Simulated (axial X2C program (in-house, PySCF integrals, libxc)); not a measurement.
**Linear FGeF⁺ at several levels**

One table from this session's results is given with a row withheld; the runs are named, their logs left out.

Method: all-electron X2C, two-component (2c) or spin-free, F dyall-av3z, Ge dyall-v3z; program: an in-house X2C program for linear molecules on PySCF integrals.

All values are calculated.

1 further run of the same task is left out (set aside as unsound or not needed).

The first run:

Contents of task.json:

```json
{
 "zs": [
  9,
  32,
  9
 ],
 "q": 1,
 "bas": [
  "dyall-av3z",
  "dyall-v3z",
  "dyall-av3z"
 ],
 "r0": [
  1.85,
  1.85
 ],
 "symm": 1,
 "scan": [
  "PBE0",
  "HF",
  "r2SCAN"
 ],
 "levels": [
  "PBE0",
  "HF",
  "B3LYP"
 ],
 "nst": 2
}
```

Keys: zs atomic numbers; q charge; bas basis sets; r0 starting distance in Å; symm equal bonds; scan levels of the two-bond scan; levels methods; nst determinants followed.

Command:

```bash
$ python solin.py task.json out
```

Masses F 18.998, Ge 73.921, F 18.998 u.

Steps of the session up to this table: Scan at PBE0, 2c; Scan at r2SCAN, 2c; Scan at PBE0, spin-free.

One table of the session follows, with a row left open; its other results are not shown here.

| level | upper stretch (cm⁻¹) |
| --- | --- |
| PBE0, 2c | 657.8 |
| r2SCAN, 2c | 667.7 |
| PBE0, spin-free | 657.8 |
| r2SCAN, spin-free | ? |

Estimate the missing values for r2SCAN, spin-free.

**Answer.** upper stretch (cm⁻¹): 667.6. In the column «upper stretch (cm⁻¹)» it lies between PBE0, spin-free (657.8) and r2SCAN, 2c (667.7).

Scans not shown above were run alike.

The molecule was held linear; bending was not examined, so a bent shape may lie lower.
